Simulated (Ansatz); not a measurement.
# AlFH4NP: how energies converge with the basis set

The task here is to estimate one member of a computed series from the others.

Computed with Ansatz 0.2.0, Gaussian basis. Level: one geometry, several basis sets.

Plan: PBE0-D4/def2-SVP; ωB97M-V/def2-SVP; PBE0-D4/def2-QZVPP; ωB97M-V/def2-QZVPP; the functionals' def2-TZVPP values are taken from earlier runs.

## The geometry

All runs share one geometry, relaxed beforehand with PBE0-D4 in a triple-zeta def2 set.

SMILES `[NH2][Al]([F])[PH2]`, 8 atoms, charge 0, spin multiplicity 1.

Atoms are counted from 1 here; the program's logs count them from 0.

Bond lengths: N1–Al2 1.757 Å, N1–H5 1.007 Å, N1–H6 1.006 Å, Al2–F3 1.652 Å, Al2–P4 2.313 Å, P4–H7 1.423 Å, P4–H8 1.422 Å. Angles: Al2–N1–H5 124.5°, Al2–N1–H6 125.0°, H5–N1–H6 110.5°, N1–Al2–F3 117.2°, N1–Al2–P4 124.0°, F3–Al2–P4 118.7°, Al2–P4–H7 91.8°, Al2–P4–H8 91.4°, H7–P4–H8 93.6°.

Set-up of the first run:

in.yaml reads:

```yaml
crystal:
  periodic: [false, false, false]
  atoms:
    - {symbol: N, position_ang: [0.056101, 1.620539, -0.139076]}
    - {symbol: Al, position_ang: [0.488278, 0.016678, 0.435003]}
    - {symbol: F, position_ang: [1.310247, -0.078844, 1.864983]}
    - {symbol: P, position_ang: [0.082399, -1.931534, -0.744142]}
    - {symbol: H, position_ang: [0.281957, 2.477562, 0.339589]}
    - {symbol: H, position_ang: [-0.461609, 1.812082, -0.980591]}
    - {symbol: H, position_ang: [-1.158487, -1.433110, -1.229750]}
    - {symbol: H, position_ang: [-0.506685, -2.540272, 0.398184]}
basis:
  gaussian: {orbitals: def2-SVP}
hamiltonian: {xc: pbe0, dispersion: d4}
output: {orbitals: {seedname: orbitals}}
```

Started as:

```
$ ansatz run in.yaml --threads 2 --pin off --events-out ev --progress --plain --max-ram 4352MiB
```

Steps of the session up to this table: PBE0-D4 in def2-SVP; ωB97M-V in def2-SVP; PBE0-D4 in def2-QZVPP; ωB97M-V in def2-QZVPP.

One table of the session follows, with a row left open; its other results are not shown here.

It belongs to the step «Functionals by basis». 

| functional | basis | HOMO (eV) |
| --- | --- | --- |
| PBE0-D4 | def2-SVP | -7.40 |
| PBE0-D4 | def2-TZVPP | -7.55 |
| PBE0-D4 | def2-QZVPP | -7.59 |
| ωB97M-V | def2-SVP | -9.49 |
| ωB97M-V | def2-TZVPP | -9.65 |
| ωB97M-V | def2-QZVPP | ? |

Estimate the missing values for ωB97M-V, def2-QZVPP.

**Answer.** HOMO (eV): -9.69. In the column «HOMO (eV)» it is the lowest.
